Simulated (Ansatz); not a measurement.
**Li+ with Cl2: superposition error and deformation, part 1 of 2**

How much of this pair's binding is borrowed basis, and how much do the fragments pay to take the shapes they have in the pair?

Computed with Ansatz 0.2.0, Gaussian basis. Level: PBE0-D4 structures, single points in def2-TZVPPD.

Levels: PBE-D4, revPBE-D4, BLYP-D4, r2SCAN-D4, B97M-V, PBE0-D4, B3LYP-D4, HSE06-D4, wB97X-V, wB97M-V, B2PLYP, Hartree-Fock, MP2, CCSD, CCSD(T).

Correlated methods freeze the cores. The outer core shell of Li, Na, Mg and K is correlated. B3LYP uses VWN-RPA correlation. B2PLYP carries no dispersion term here.

129 further runs of the same task are left out: 129 set aside as unsound or not needed.

### Step 1. The starting structure

The relaxed pair: 3 atoms, charge 1, spin multiplicity 1.

Atoms are counted from 1 here; the program's logs count them from 0.

Bond lengths: Li1–Cl2 2.418 Å, Li1–Cl3 2.417 Å, Cl2–Cl3 1.997 Å. Angles: Cl2–Li1–Cl3 48.8°, Li1–Cl2–Cl3 65.6°, Li1–Cl3–Cl2 65.6°.

As a file:

```xyz
3
Cl2Li
Li   -0.0007    0.0208   -1.4675
Cl   -0.0305    0.9877    0.7483
Cl    0.0312   -1.0085    0.7192
```

Atoms 1 to 1 are fragment A (Li+), the rest fragment B (Cl2). From earlier runs, pair energy (eV) and counterpoise interaction (kJ/mol):

```csv
method,E(pair),interaction
PBE-D4,-25233.29582,-66.23
revPBE-D4,-25239.62635,-64.03
BLYP-D4,-25244.06417,-65.66
r2SCAN-D4,-25242.19455,-57.41
B97M-V,-25238.09231,-58.76
PBE0-D4,-25235.26400,-63.83
B3LYP-D4,-25244.99787,-64.51
HSE06-D4,-25234.82721,-63.83
wB97X-V,-25240.05144,-59.82
wB97M-V,-25242.58599,-61.38
B2PLYP,-25236.79003,-60.53
Hartree-Fock,-25204.27711,-50.50
MP2,-25215.55260,-54.69
CCSD(T),-25217.07409,-53.96
```

First each fragment is run alone in its own basis, frozen in the shape it has in the pair (a, b).

### Step 2. wB97X-V/def2-TZVPPD

a/in.yaml

```yaml
crystal:
  periodic: [false, false, false]
  atoms:
    - {symbol: Li, position_ang: [-0.000689, 0.020831, -1.467497]}
basis:
  gaussian: {orbitals: "def2-TZVPPD.json"}
total_charge: 1
hamiltonian: {xc: {name: wB97X-V}}
```

b/in.yaml

```yaml
crystal:
  periodic: [false, false, false]
  atoms:
    - {symbol: Cl, position_ang: [-0.030465, 0.987672, 0.748346]}
    - {symbol: Cl, position_ang: [0.031154, -1.008502, 0.719151]}
basis:
  gaussian: {orbitals: "def2-TZVPPD.json"}
hamiltonian: {xc: {name: wB97X-V}}
```

The basis file named in the input lies beside it (Basis Set Exchange, JSON).

The same command starts each run, in its folder.

Launch:

```bash
$ ansatz run in.yaml --threads 2 --pin off --events-out ev --progress --plain --max-ram 5222MiB
```

Log of a:

```text
Functional definition: wB97X-V
  name "wB97X-V"
  cite "Mardirossian & Head-Gordon, Phys. Chem. Chem. Phys. 16, 9904 (2014) doi:10.1039/C3CP54374A"
  cite "Becke, J. Chem. Phys. 107, 8554 (1997) doi:10.1063/1.475007"
  cite "Vydrov & Van Voorhis, J. Chem. Phys. 133, 244103 (2010) doi:10.1063/1.3521275"
  parameter omega = 0.3/bohr
  parameter cx = 0.167
  parameter cx1 = 0.603
  parameter cx2 = 1.194
  parameter css0 = 0.556
  parameter css1 = -0.257
  parameter cos0 = 1.219
  parameter cos1 = -1.850
  parameter b = 6.0
  parameter c = 0.01
  exchange = spin_sum(e_x_unif_sr(omega)*poly(b97_u_x, 1 - cx, cx1, cx2)) + cx*exact_x_sr(omega) + exact_x_lr(omega)
  correlation = spin_sum(e_c_pw_same_spin*poly(b97_u_same, css0, css1))
      + integral(e_c_pw_opposite_spin*poly(b97_u_opposite, cos0, cos1)) + vv10(b, c)
139 factors; their error is unknown
50 factors; integrals over basis functions are off by at most 2.1e-4 eV
mean field evaluation 1: about -198.0572 eV, gradient 3.5e-1 eV
mean field evaluation 2: about -198.0572 eV, gradient 3.5e-1 eV
mean field evaluation 4: about -198.0572 eV, gradient 3.0e-2 eV
mean field evaluation 8: about -198.0572 eV, gradient 4.4e-7 eV
mean field -198.05722125 eV, -7.2784686331 hartree, gradient 4.4e-7 eV, S^2 0.000000; 0 other end points of the search recorded, 0 dependent functions left out
reference -198.05722091 eV, -7.2784686203 hartree; 1, 1 occupied and 21, 21 virtual orbitals, 139 factors
Total energy: -198.05722091 eV, -7.2784686203 hartree
```

Log of b, cut to the lines that bear on the results:

```text
[... 5 set-up lines as earlier in the session ...]
[...]
      + integral(e_c_pw_opposite_spin*poly(b97_u_opposite, cos0, cos1)) + vv10(b, c)
654 factors; their error is unknown
114 factors; integrals over basis functions are off by at most 7.9e-5 eV
[...]
mean field -25041.36999998 eV, -920.2533738492 hartree, gradient 2.2e-5 eV, S^2 0.000000; 0 other end points of the search recorded, 0 dependent functions left out
reference -25041.36999745 eV, -920.2533737560 hartree; 17, 17 occupied and 85, 85 virtual orbitals, 654 factors
Total energy: -25041.36999745 eV, -920.2533737560 hartree
```

They took 0.3 s (a), 1.6 s (b) on 2 threads of Arm Neoverse V2, shared host.

### Step 3. wB97M-V/def2-TZVPPD

Each input of step 2 (a, b) changes in the same lines:

```diff
-hamiltonian: {xc: {name: wB97X-V}}
+hamiltonian: {xc: {name: wB97M-V}}
```

The same command starts each run, in its folder.

Launch:

```bash
$ ansatz run in.yaml --threads 2 --pin off --events-out ev --progress --plain --max-ram 5222MiB
```

a printed, cut to the lines that bear on the results:

```text
Functional definition: wB97M-V
  name "wB97M-V"
  cite "Mardirossian & Head-Gordon, J. Chem. Phys. 144, 214110 (2016) doi:10.1063/1.4952647"
[... 2 set-up lines as earlier in the session ...]
  # Of w^i u^j: cxij and so on, Table III.
[...]
  gx(w, u) = 1 - cx + cx01*u + cx10*w
  gss(w, u) = css00 + css04*u^4 + css10*w + css20*w^2 + css43*w^4*u^3
  gos(w, u) = cos00 + cos10*w + (cos20 + cos21*u)*w^2 + (cos60 + cos61*u)*w^6
[...]
      + integral(e_c_pw_mod_opposite_spin*gos(b97_w_opposite, b97_u_opposite)) + vv10(b, c)
139 factors; their error is unknown
50 factors; integrals over basis functions are off by at most 2.1e-4 eV
[...]
mean field -197.98566991 eV, -7.2758391695 hartree, gradient 3.9e-7 eV, S^2 0.000000; 0 other end points of the search recorded, 0 dependent functions left out
reference -197.98567899 eV, -7.2758395033 hartree; 1, 1 occupied and 21, 21 virtual orbitals, 139 factors
Total energy: -197.98567899 eV, -7.2758395033 hartree
```

Log of b, cut to the lines that bear on the results:

```text
[... 5 set-up lines as earlier in the session ...]
  # Of w^i u^j: cxij and so on, Table III.
[...]
  gx(w, u) = 1 - cx + cx01*u + cx10*w
  gss(w, u) = css00 + css04*u^4 + css10*w + css20*w^2 + css43*w^4*u^3
  gos(w, u) = cos00 + cos10*w + (cos20 + cos21*u)*w^2 + (cos60 + cos61*u)*w^6
[...]
      + integral(e_c_pw_mod_opposite_spin*gos(b97_w_opposite, b97_u_opposite)) + vv10(b, c)
654 factors; their error is unknown
114 factors; integrals over basis functions are off by at most 7.9e-5 eV
[...]
mean field -25043.96013252 eV, -920.3485594643 hartree, gradient 1.7e-5 eV, S^2 0.000000; 0 other end points of the search recorded, 0 dependent functions left out
reference -25043.96019896 eV, -920.3485619057 hartree; 17, 17 occupied and 85, 85 virtual orbitals, 654 factors
Total energy: -25043.96019896 eV, -920.3485619057 hartree
```

Wall times: 0.3 s (a), 2 s (b) on 2 threads of Arm Neoverse V2, shared host.

### Step 4. B2PLYP/def2-TZVPPD

The same edit goes into each in.yaml of step 3 (a, b):

```diff
-hamiltonian: {xc: {name: wB97M-V}}
+hamiltonian: {xc: {name: B2PLYP}}
```

One command serves all of them, each in its own folder.

Launch:

```bash
$ ansatz run in.yaml --threads 2 --pin off --events-out ev --progress --plain --max-ram 5222MiB
```

Output in a:

```text
Functional definition: B2PLYP
  name "B2PLYP"
  cite "Grimme, J. Chem. Phys. 124, 034108 (2006) doi:10.1063/1.2148954"
  cite "Becke, Phys. Rev. A 38, 3098 (1988) doi:10.1103/PhysRevA.38.3098"
  cite "Lee, Yang & Parr, Phys. Rev. B 37, 785 (1988) doi:10.1103/PhysRevB.37.785"
  parameter a = 0.53
  parameter c = 0.27
  exchange = (1 - a)*b88_x + a*exact_x
  correlation = (1 - c)*lyp_c + c*(mp2_os + mp2_ss)
115 factors; integrals over basis functions are off by at most 1.7e-4 eV
mean field evaluation 1: about -197.7856 eV, gradient 2.2e-1 eV
mean field evaluation 2: about -197.7856 eV, gradient 2.2e-1 eV
mean field evaluation 4: about -197.7856 eV, gradient 9.7e-5 eV
mean field evaluation 8: about -197.7856 eV, gradient 7.8e-6 eV
mean field -197.78564506 eV, -7.2684883920 hartree, gradient 7.8e-6 eV, S^2 0.000000; 0 other end points of the search recorded, 0 dependent functions left out
reference -197.78567180 eV, -7.2684893745 hartree; 1, 1 occupied and 21, 21 virtual orbitals, 115 factors
second order -0.88875546 eV of doubles, -0.00000000 eV of singles
Total energy: -198.02563577 eV, -7.2773078880 hartree
```

Output in b, cut to the lines that bear on the results:

```text
[... 5 set-up lines as earlier in the session ...]
[...]
597 factors; integrals over basis functions are off by at most 9.8e-4 eV
[...]
mean field -25034.68705947 eV, -920.0077803150 hartree, gradient 8.7e-6 eV, S^2 0.000000; 0 other end points of the search recorded, 0 dependent functions left out
10 core orbitals not correlated: weight in the atoms' cores, before any rotation towards them, 1.000 or more for the frozen orbitals, at most 0.000 for the correlated occupied ones
reference -25034.68720045 eV, -920.0077854960 hartree; 7, 7 occupied and 85, 85 virtual orbitals, 597 factors
second order -12.73802674 eV of doubles, -0.00000000 eV of singles
Total energy: -25038.12646767 eV, -920.1341762351 hartree
```

Wall times: 0.15 s (a), 1 s (b) on 2 threads of Arm Neoverse V2, shared host.

### Step 5. B97M-V/def2-TZVPPD

The same edit goes into each in.yaml of step 4 (a, b):

```diff
-hamiltonian: {xc: {name: B2PLYP}}
+hamiltonian: {xc: {name: B97M-V}}
```

Each run has its own folder and the same command.

Launch:

```bash
$ ansatz run in.yaml --threads 2 --pin off --events-out ev --progress --plain --max-ram 5222MiB
```

Log of a, cut to the lines that bear on the results:

```text
Functional definition: B97M-V
  name "B97M-V"
  cite "Mardirossian & Head-Gordon, J. Chem. Phys. 142, 074111 (2015) doi:10.1063/1.4907719"
[... 2 set-up lines as earlier in the session ...]
  # Of w^i u^j: cxij and so on, Table III.
[...]
  gx(w, u) = cx00 + cx01*u + cx02*u^2 + (cx10 + cx11*u)*w
  gss(w, u) = css00 + css02*u^2 + css10*w + (css32*w^3 + css42*w^4)*u^2
  gos(w, u) = cos00 + cos01*u + cos03*u^3 + cos10*w + cos32*w^3*u^2
[...]
      + integral(e_c_pw_mod_opposite_spin*gos(b97_w_opposite, b97_u_opposite)) + vv10(b, c)
139 factors; their error is unknown
[...]
mean field -198.92348132 eV, -7.3103031035 hartree, gradient 4.7e-7 eV, S^2 0.000000; 0 other end points of the search recorded, 0 dependent functions left out
reference -198.92348931 eV, -7.3103033968 hartree; 1, 1 occupied and 21, 21 virtual orbitals, 139 factors
Total energy: -198.92348931 eV, -7.3103033968 hartree
```

b printed, cut to the lines that bear on the results:

```text
[... 5 set-up lines as earlier in the session ...]
  # Of w^i u^j: cxij and so on, Table III.
[...]
  gx(w, u) = cx00 + cx01*u + cx02*u^2 + (cx10 + cx11*u)*w
  gss(w, u) = css00 + css02*u^2 + css10*w + (css32*w^3 + css42*w^4)*u^2
  gos(w, u) = cos00 + cos01*u + cos03*u^3 + cos10*w + cos32*w^3*u^2
[...]
      + integral(e_c_pw_mod_opposite_spin*gos(b97_w_opposite, b97_u_opposite)) + vv10(b, c)
648 factors; their error is unknown
[...]
mean field -25038.55565516 eV, -920.1499485847 hartree, gradient 6.1e-5 eV, S^2 0.000000; 0 other end points of the search recorded, 0 dependent functions left out
reference -25038.55573500 eV, -920.1499515187 hartree; 17, 17 occupied and 85, 85 virtual orbitals, 648 factors
Total energy: -25038.55573500 eV, -920.1499515187 hartree
```

Times: 0.25 s (a), 1.6 s (b) on 2 threads of Arm Neoverse V2, shared host.

### Step 6. CCSD(T)/def2-TZVPPD

The same edit goes into each in.yaml of step 5 (a, b):

```diff
-hamiltonian: {xc: {name: B97M-V}}
+correlation: {method: ccsd_t}
```

The same command starts each run, in its folder.

Launch:

```bash
$ ansatz run in.yaml --threads 2 --pin off --events-out ev --progress --plain --max-ram 5222MiB
```

Log of a:

```text
Functional definition: HF
  name "HF"
  cite "Fock, Z. Phys. 61, 126 (1930) doi:10.1007/BF01340294"
  parent pbe
  exchange = exact_x
  correlation = 0
115 factors; integrals over basis functions are off by at most 1.7e-4 eV
mean field evaluation 1: about -196.9117 eV, gradient 2.2e-2 eV
mean field evaluation 2: about -196.9117 eV, gradient 2.2e-2 eV
mean field evaluation 4: about -196.9117 eV, gradient 9.3e-7 eV
mean field -196.91172360 eV, -7.2363723707 hartree, gradient 9.3e-7 eV, S^2 0.000000; 0 other end points of the search recorded, 0 dependent functions left out
reference -196.91172360 eV, -7.2363723707 hartree; 1, 1 occupied and 21, 21 virtual orbitals, 115 factors
second order -0.81477337 eV of doubles, -0.00000000 eV of singles
cycle   1  -0.91492215 eV  change   -1.0e-1 eV  update   6.4e-3
cycle   2  -0.93093315 eV  change   -1.6e-2 eV  update   1.1e-3
cycle   3  -0.93078795 eV  change    1.5e-4 eV  update   9.2e-5
cycle   4  -0.93078954 eV  change   -1.6e-6 eV  update   4.4e-6
cycle   5  -0.93079010 eV  change   -5.6e-7 eV  update   7.2e-7
perturbative correction 0.00000000 eV, 0.0000000000 hartree
Total energy: -197.84251370 eV, -7.2705782759 hartree
```

Log of b, cut to the lines that bear on the results:

```text
[... 4 set-up lines as earlier in the session ...]
[...]
597 factors; integrals over basis functions are off by at most 9.8e-4 eV
[...]
mean field -25006.83749484 eV, -918.9843276922 hartree, gradient 2.4e-6 eV, S^2 0.000000; 0 other end points of the search recorded, 0 dependent functions left out
10 core orbitals not correlated: weight in the atoms' cores, before any rotation towards them, 1.000 or more for the frozen orbitals, at most 0.000 for the correlated occupied ones
reference -25006.83749484 eV, -918.9843276922 hartree; 7, 7 occupied and 85, 85 virtual orbitals, 597 factors
second order -10.39668661 eV of doubles, -0.00000000 eV of singles
cycle   1  -10.99416694 eV  change   -6.0e-1 eV  update   6.3e-2
[...]
cycle   9  -11.30149840 eV  change   -7.5e-7 eV  update   5.2e-6
perturbative correction -0.50566164 eV, -0.0185827226 hartree
Total energy: -25018.64465489 eV, -919.4182328207 hartree
```

Times: 0.1 s (a), 1.2 s (b) on 2 threads of Arm Neoverse V2, shared host.

### Step 7. Relaxing Cl2 alone

relax-b/in.yaml

```yaml
crystal:
  periodic: [false, false, false]
  atoms:
    - {symbol: Cl, position_ang: [-0.030465, 0.987672, 0.748346]}
    - {symbol: Cl, position_ang: [0.031154, -1.008502, 0.719151]}
basis:
  gaussian: {orbitals: def2-TZVP}
hamiltonian: {xc: pbe0, dispersion: d4}
relax: {f_tol: 0.005, max_steps: 200}
```

Launch:

```bash
$ ansatz run in.yaml --threads 2 --pin off --events-out ev --progress --plain --max-ram 5222MiB
```

The program printed, cut to the lines that bear on the results:

```text
Functional definition: PBE0
  name "PBE0"
  cite "Adamo & Barone, J. Chem. Phys. 110, 6158 (1999) doi:10.1063/1.478522"
  cite "Perdew, Burke & Ernzerhof, Phys. Rev. Lett. 77, 3865 (1996) doi:10.1103/PhysRevLett.77.3865"
[... 1 set-up line as earlier in the session ...]
[...]
536 factors; their error is unknown
[...]
mean field -25036.90548127 eV, -920.0893058126 hartree, gradient 4.0e-6 eV, S^2 0.000000; 0 other end points of the search recorded, 0 dependent functions left out
[...]
reference -25036.90550045 eV, -920.0893065175 hartree; 17, 17 occupied and 57, 57 virtual orbitals, 536 factors
relax step   1: F+E_penalty+E_count = -25036.93046387 eV  Δ(F+E_penalty+E_count) = +0.000e0 eV  max|allowed force component| = 3.102e-1 eV/Å  Δτ_max = 0.0000 Å  (24 SCF iters, accepted)
[...]
relax step   2: F+E_penalty+E_count = -25036.93280833 eV  Δ(F+E_penalty+E_count) = -2.344e-3 eV  max|allowed force component| = 2.106e-3 eV/Å  Δτ_max = 0.0075 Å  (24 SCF iters, accepted)
536 factors; their error is unknown
[...]
mean field -25036.90781461 eV, -920.0893915612 hartree, gradient 8.1e-5 eV, S^2 0.000000; 1 other end points of the search recorded, 0 dependent functions left out
[...]
reference -25036.90783376 eV, -920.0893922652 hartree; 17, 17 occupied and 57, 57 virtual orbitals, 536 factors
Total energy: -25036.93282749 eV, -920.0903107675 hartree
Atom 0 at    -0.030233     0.980162     0.748236 Å, force    -0.000065     0.002106     0.000031 eV/Å
Atom 1 at     0.030922    -1.000992     0.719261 Å, force     0.000065    -0.002106    -0.000031 eV/Å
Dipole moment:     0.000000     0.000000     0.000000 e Å
```

Wall time 1.3 s (2 threads of Arm Neoverse V2, shared host).

The steps of the relaxation:

```csv
step,energy from step 1 (eV),largest force component (eV/Å)
1,0.0000,0.3102
2,-0.0023,0.0021
```

The bond:

```csv
bond,before (Å),after (Å),change (Å)
Cl1–Cl2,1.997,1.982,-0.015
```

### Step 8. PBE-D4/def2-TZVPPD

free-b/in.yaml

```yaml
crystal:
  periodic: [false, false, false]
  atoms:
    - {symbol: Cl, position_ang: [-0.030233, 0.980162, 0.748236]}
    - {symbol: Cl, position_ang: [0.030922, -1.000992, 0.719261]}
basis:
  gaussian: {orbitals: "def2-TZVPPD.json"}
hamiltonian: {xc: pbe, dispersion: d4}
```

Launch:

```bash
$ ansatz run in.yaml --threads 2 --pin off --events-out ev --progress --plain --max-ram 5222MiB
```

The program printed:

```text
Functional definition: PBE
  name "PBE"
[... 2 set-up lines as earlier in the session ...]
  parameter kappa = 0.804
  parameter beta = 0.06672455060314922
  exchange = pbe_x(kappa = kappa, mu = beta*pi^2/3)
  correlation = pbe_c(beta = beta)
648 factors; their error is unknown
mean field evaluation 1: about -25034.9749 eV, gradient 8.5e0 eV
mean field evaluation 2: about -25035.0635 eV, gradient 5.6e0 eV
mean field evaluation 4: about -25035.1177 eV, gradient 4.5e-1 eV
mean field evaluation 8: about -25035.1066 eV, gradient 6.5e-4 eV
mean field -25035.10660317 eV, -920.0231982618 hartree, gradient 4.2e-5 eV, S^2 0.000000; 0 other end points of the search recorded, 0 dependent functions left out
reference -25035.10665857 eV, -920.0232002978 hartree; 17, 17 occupied and 85, 85 virtual orbitals, 648 factors
Total energy: -25035.13695513 eV, -920.0243136757 hartree
```

Wall time 0.45 s (2 threads of Arm Neoverse V2, shared host).

### Step 9. r2SCAN-D4/def2-TZVPPD

free-b/in.yaml, as its differences from that of step 8:

```diff
@@ -7,2 +7,2 @@
   gaussian: {orbitals: "def2-TZVPPD.json"}
-hamiltonian: {xc: pbe, dispersion: d4}
+hamiltonian: {xc: r2scan, dispersion: d4}
```

Launch:

```bash
$ ansatz run in.yaml --threads 2 --pin off --events-out ev --progress --plain --max-ram 5222MiB
```

The program printed:

```text
Functional definition: r2SCAN
  name "r2SCAN"
  cite "Furness, Kaplan, Ning, Perdew & Sun, J. Phys. Chem. Lett. 11, 8208 (2020) doi:10.1021/acs.jpclett.0c02405"
  cite "Furness, Kaplan, Ning, Perdew & Sun, J. Phys. Chem. Lett. 11, 9248 (2020) doi:10.1021/acs.jpclett.0c03077"
  parent r2scan
  parameter k0 = 0.174
  parameter k1 = 0.065
  parameter a1 = 4.9479
  exchange = r2scan_x(k0 = k0, k1 = k1, a1 = a1)
  correlation = r2scan_c
648 factors; their error is unknown
mean field evaluation 1: about -25043.3692 eV, gradient 7.6e0 eV
mean field evaluation 2: about -25043.4394 eV, gradient 3.6e0 eV
mean field evaluation 4: about -25043.4569 eV, gradient 1.2e-1 eV
mean field evaluation 8: about -25043.4468 eV, gradient 5.5e-3 eV
mean field -25043.44678301 eV, -920.3296942176 hartree, gradient 8.3e-6 eV, S^2 0.000000; 0 other end points of the search recorded, 0 dependent functions left out
reference -25043.44680113 eV, -920.3296948835 hartree; 17, 17 occupied and 85, 85 virtual orbitals, 648 factors
Total energy: -25043.45283632 eV, -920.3299166726 hartree
```

It took 1.2 s on 2 threads of Arm Neoverse V2, shared host.

### Step 10. PBE0-D4/def2-TZVPPD

free-b/in.yaml, as its differences from that of step 9:

```diff
@@ -7,2 +7,3 @@
   gaussian: {orbitals: "def2-TZVPPD.json"}
-hamiltonian: {xc: r2scan, dispersion: d4}
+hamiltonian: {xc: pbe0, dispersion: d4}
+output: {orbitals: {seedname: orbitals}}
```

Launch:

```bash
$ ansatz run in.yaml --threads 2 --pin off --events-out ev --progress --plain --max-ram 5222MiB
```

The program printed, cut to the lines that bear on the results:

```text
[... 5 set-up lines as earlier in the session ...]
  parameter a = 0.25
[... 2 set-up lines as earlier in the session ...]
  exchange = (1 - a)*pbe_x(kappa = kappa, mu = beta*pi^2/3) + a*exact_x
[... 1 set-up line as earlier in the session ...]
668 factors; their error is unknown
mean field evaluation 1: about -25036.7724 eV, gradient 8.5e0 eV
mean field evaluation 2: about -25036.8492 eV, gradient 4.9e0 eV
mean field evaluation 4: about -25036.8843 eV, gradient 2.7e-1 eV
mean field evaluation 8: about -25036.9562 eV, gradient 1.9e-4 eV
mean field -25036.95619372 eV, -920.0911694607 hartree, gradient 1.1e-5 eV, S^2 0.000000; 0 other end points of the search recorded, 0 dependent functions left out
reference -25036.95623281 eV, -920.0911708972 hartree; 17, 17 occupied and 85, 85 virtual orbitals, 668 factors
Total energy: -25036.98122653 eV, -920.0920893995 hartree
```

It took 0.65 s on 2 threads of Arm Neoverse V2, shared host.

### Step 11. B3LYP-D4/def2-TZVPPD

free-b/in.yaml, as its differences from that of step 10:

```diff
@@ -7,3 +7,2 @@
   gaussian: {orbitals: "def2-TZVPPD.json"}
-hamiltonian: {xc: pbe0, dispersion: d4}
-output: {orbitals: {seedname: orbitals}}
+hamiltonian: {xc: {name: B3LYP}, dispersion: d4}
```

Launch:

```bash
$ ansatz run in.yaml --threads 2 --pin off --events-out ev --progress --plain --max-ram 5222MiB
```

The program printed:

```text
Functional definition: B3LYP
  name "B3LYP"
  cite "Stephens, Devlin, Chabalowski & Frisch, J. Phys. Chem. 98, 11623 (1994) doi:10.1021/j100096a001"
[... 2 set-up lines as earlier in the session ...]
  cite "Vosko, Wilk & Nusair, Can. J. Phys. 58, 1200 (1980) doi:10.1139/p80-159"
  parameter a0 = 0.2
  parameter ax = 0.72
  parameter ac = 0.81
  exchange = (1 - a0 - ax)*slater_x + ax*b88_x + a0*exact_x
  correlation = (1 - ac)*vwn_rpa_c + ac*lyp_c
668 factors; their error is unknown
mean field evaluation 1: about -25045.8287 eV, gradient 8.7e0 eV
mean field evaluation 2: about -25045.9128 eV, gradient 5.2e0 eV
mean field evaluation 4: about -25045.9499 eV, gradient 4.1e-1 eV
mean field evaluation 8: about -25046.0045 eV, gradient 6.6e-4 eV
mean field -25046.00453770 eV, -920.4236899688 hartree, gradient 3.4e-6 eV, S^2 0.000000; 0 other end points of the search recorded, 0 dependent functions left out
reference -25046.00476606 eV, -920.4236983608 hartree; 17, 17 occupied and 85, 85 virtual orbitals, 668 factors
Total energy: -25046.05537264 eV, -920.4255581184 hartree
```

Wall time 0.7 s (2 threads of Arm Neoverse V2, shared host).

(Continued in part 2 of 2.)
